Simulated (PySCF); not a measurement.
# The bond of MgHg+, level by level

Aim: find the lowest electronic state of MgHg+, scan its bond at several levels of theory, and get bond length, wavenumber and dissociation energy from each curve.

Program: PySCF 2.14.0. Level of theory: Mg cc-pVDZ, Hg cc-pVDZ-PP with ECP60, scalar-relativistic core potentials. These are calculated values, not measurements.

### 1 Input

A driver script around PySCF takes these settings:

- atoms: Mg, Hg
- charge: 1
- basis: Mg cc-pVDZ, Hg cc-pVDZ-PP with ECP60
- Hamiltonian: scalar-relativistic core potentials
- basis functions: 56
- electrons treated: 31
- masses in u: 23.9850, 201.9706
- levels: PBE0, PBE, r²SCAN, revPBE, B2PLYP, BP86, ωB97X, HF, MP2, SCS-MP2
- grid: 80 radial by 434 angular points
- occupations: held fixed by the projection of orbital angular momentum
- dissociation limit: Mg+ + Hg, each in its ground configuration
- starting distance in angstrom: 2.830
- values of 2S to try: 1, 3

Launch:

```
$ OMP_NUM_THREADS=1 python dia.py task.json out
```

After this run come: First curve: PBE0; Other states along the same grid; PBE (GGA); r²SCAN (meta-GGA); revPBE (GGA); B2PLYP (double hybrid); BP86; ωB97X; UHF.

**Question.** What will these runs give? Wanted: for each run, Re; ωe; De; μ.

As calculated:

Lowest PBE0 solution found, without spin–orbit coupling: ²Σ⁺ (doublet), unpaired electrons σ ↑. State 2 has its PBE0 minimum 5.18 eV higher. The other levels ran on the lowest alone.

| level | Re (Å) | ωe (cm⁻¹) | De (eV) | μ (D) |
| --- | --- | --- | --- | --- |
| UHF | 2.980 | 148.4 | 0.55 | -7.38 |
| UHF-MP2 | 2.834 | 162.6 | 0.52 | n/a |
| UHF-SCS-MP2 | 2.860 | 157.6 | 0.51 | n/a |
| PBE | 2.855 | 164.3 | 0.76 | -7.90 |
| revPBE | 2.893 | 156.0 | 0.70 | -7.97 |
| BP86 | 2.858 | 162.1 | 0.72 | -8.05 |
| r²SCAN | 2.834 | 168.3 | 0.75 | -7.90 |
| PBE0 | 2.854 | 166.6 | 0.75 | -7.72 |
| ωB97X | 2.892 | 160.3 | 0.64 | -7.89 |
| B2PLYP | 2.863 | 161.3 | 0.65 | -7.52 |

De is counted to Mg+ + Hg in their ground configurations. A positive dipole points from Mg to Hg; in an ion it is taken about the centre of mass and does not tell which atom is negative.

**Reading.** Bond lengths run from 2.834 Å (r²SCAN) to 2.980 Å (UHF). Of the levels with a De here, UHF-SCS-MP2 gives the least (0.51 eV) and PBE the most (0.76 eV).

Correlated steps freeze 1 core orbital. Spin–orbit coupling is left out. B2PLYP dipoles, levels and charges come from its SCF part alone. With spin–orbit coupling the term label itself may not hold.
